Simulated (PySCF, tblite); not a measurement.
**C₅H₁₆AlN: geometry, infrared bands and NMR shifts**

Aim: predict the infrared bands and NMR shifts of C₅H₁₆AlN (`CC[CH2][AlH2-][NH+](C)C`).

Programs: tblite 0.8.0 and PySCF 2.14.0, with density-fitted response routines of our own. Each step states its level of theory. These are calculated values for one molecule in the gas phase, unless marked as measured. Atoms are numbered from 0 throughout.

## 1. The starting structure

23 atoms, charge 0, multiplicity 1; geometry from: force field or distance geometry start.

Bonds of the start (Å): C0–C1 1.52, C1–C2 1.50, C2–Al3 1.98, Al3–N4 1.91, N4–C5 1.45, N4–C6 1.45, C0–H7 1.10, C0–H8 1.13, C0–H9 1.11, C1–H10 1.10, C1–H11 1.13, C2–H12 1.12, C2–H13 1.11, Al3–H14 1.63, Al3–H15 1.57, N4–H16 1.05, C5–H17 1.12, C5–H18 1.10, C5–H19 1.10, C6–H20 1.10, C6–H21 1.12, C6–H22 1.10.

## 2. Geometry optimisation with GFN2-xTB

Job settings and geometry (Å):

```
{"job": {"kind": "relax", "xc": "GFN2-xTB", "basis": "xTB"}, "charge": 0, "multiplicity": 1}
C      3.139500     0.232200    -0.509200
C      2.206100    -0.938300    -0.262500
C      1.164800    -0.636800     0.777200
Al    -0.030400     0.865500     0.280700
N     -1.814700     0.172900     0.237400
C     -2.773700     1.164300    -0.221600
C     -1.931900    -0.946800    -0.682100
H      4.108700    -0.180100    -0.838000
H      2.751400     0.873000    -1.352200
H      3.279200     0.840700     0.402700
H      1.701000    -1.261400    -1.188900
H      2.767700    -1.847200     0.117900
H      0.522600    -1.547600     0.920400
H      1.641400    -0.456300     1.757700
H      0.047600     1.932300     1.504800
H      0.403800     1.568000    -1.057200
H     -2.123900    -0.179200     1.175400
H     -2.640200     2.140200     0.310600
H     -2.702700     1.319300    -1.308800
H     -3.769200     0.772100     0.041700
H     -0.976800    -1.205000    -1.162700
H     -2.256600    -1.877300    -0.143300
H     -2.718200    -0.777300    -1.431000
```

Command:

```sh
> OMP_NUM_THREADS=1 python probes_run.py task.json out
```

One launch serves the whole session: the jobs run in the order shown.

**Question.** This job is followed by: GFN2-xTB harmonic vibrations, gas phase; GIAO PBE0/pcSseg-1 NMR shielding, non-relativistic, gas phase. Predict these results of the whole session: strongest single infrared mode (GFN2-xTB); zero-point energy (GFN2-xTB); ¹³C shifts against TMS (PBE0/pcSseg-1, means over atoms taken as alike); ¹H shifts against TMS (PBE0/pcSseg-1, means over atoms taken as alike); ²⁷Al shifts against AlH4- (PBE0/pcSseg-1); ¹⁵N shifts against NH3 (PBE0/pcSseg-1).

**Answer**, as computed:

```
                                                               quantity                                   value
                              strongest single infrared mode (GFN2-xTB)                    712 cm⁻¹, 637 km/mol
                                           zero-point energy (GFN2-xTB)                          122.9 kcal/mol
¹³C shifts against TMS (PBE0/pcSseg-1, means over atoms taken as alike)              39.1, 25.3, 22.4, 14.9 ppm
 ¹H shifts against TMS (PBE0/pcSseg-1, means over atoms taken as alike)  3.98, 2.67, 1.70, 1.34, 1.05, 0.43 ppm
                              ²⁷Al shifts against AlH4- (PBE0/pcSseg-1)                                92.4 ppm
                                 ¹⁵N shifts against NH3 (PBE0/pcSseg-1)                                43.1 ppm
```

**Reading.** Relaxing lowered the energy by 0.998 eV in 127 steps; the close pair that moved most is Al3–N4, from 1.914 to 2.068 Å. The lowest mode is imaginary (30i cm⁻¹), so the xTB geometry is not a minimum. The strongest single mode, at 712 cm⁻¹, moves mainly H15. Unscaled tight-binding wavenumbers are off by several per cent, some by more. Its intensities can rank the bands wrongly. At PBE0/pcSseg-1: Shielding is most anisotropic at C5, C6 (span 63 ppm, paramagnetic term -99 ppm).
